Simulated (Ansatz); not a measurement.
# C2H5AlBr: the cost of one run

Method: the settings change from run to run; program: Ansatz 0.2.0, Gaussian basis.

### 1 The geometry

The structure was relaxed beforehand with PBE0-D4 in a triple-zeta def2 set.

9 atoms, charge 0, spin multiplicity 2.

Atoms are counted from 1 here; the program's logs count them from 0.

Bond lengths: C1–Al2 1.916 Å, C1–H5 1.088 Å, C1–H6 1.089 Å, Al2–C3 1.940 Å, Al2–Br4 2.271 Å, C3–H7 1.094 Å, C3–H8 1.094 Å, C3–H9 1.093 Å. Angles: Al2–C1–H5 123.7°, Al2–C1–H6 123.9°, H5–C1–H6 112.4°, C1–Al2–C3 125.7°, C1–Al2–Br4 116.1°, C3–Al2–Br4 118.2°, Al2–C3–H7 110.7°, Al2–C3–H8 110.8°, Al2–C3–H9 112.2°, H7–C3–H8 106.6°, H7–C3–H9 108.1°, H8–C3–H9 108.2°.

Geometry (Å):

```
C    -0.2821    1.7387   -0.7658
Al   -0.2747   -0.1572   -0.4881
C     0.5076   -1.0746    1.0313
Br   -1.2794   -1.4064   -2.0966
H    -0.7327    2.2195   -1.6317
H     0.1622    2.4554   -0.0768
H    -0.2540   -1.6417    1.5747
H     1.2608   -1.7967    0.7031
H     0.9809   -0.3832    1.7327
```

### 2 rPW86-PBE/x2c-TZVPPall

Options: D4 dispersion.

in.yaml reads:

```yaml
crystal:
  periodic: [false, false, false]
  atoms:
    - {symbol: C, position_ang: [-0.282128, 1.738716, -0.765795]}
    - {symbol: Al, position_ang: [-0.274670, -0.157194, -0.488066]}
    - {symbol: C, position_ang: [0.507573, -1.074582, 1.031348]}
    - {symbol: Br, position_ang: [-1.279433, -1.406413, -2.096621]}
    - {symbol: H, position_ang: [-0.732707, 2.219467, -1.631674]}
    - {symbol: H, position_ang: [0.162210, 2.455438, -0.076811]}
    - {symbol: H, position_ang: [-0.254035, -1.641705, 1.574748]}
    - {symbol: H, position_ang: [1.260816, -1.796720, 0.703102]}
    - {symbol: H, position_ang: [0.980873, -0.383208, 1.732671]}
basis:
  gaussian: {orbitals: x2c-TZVPPall}
magnetization: {spin_polarized: true, initial_magnetization: 1}
hamiltonian: {xc: {name: rPW86-PBE}, dispersion: d4}
```

Run with:

```console
$ ansatz run in.yaml --threads 4 --pin off --events-out ev --progress --plain --max-ram 10444MiB
```

Q: Estimate wall time and peak memory on 4 threads of Intel Xeon Platinum 8488C, shared host.

About 4.4 s, with a peak of 0.47 GiB.
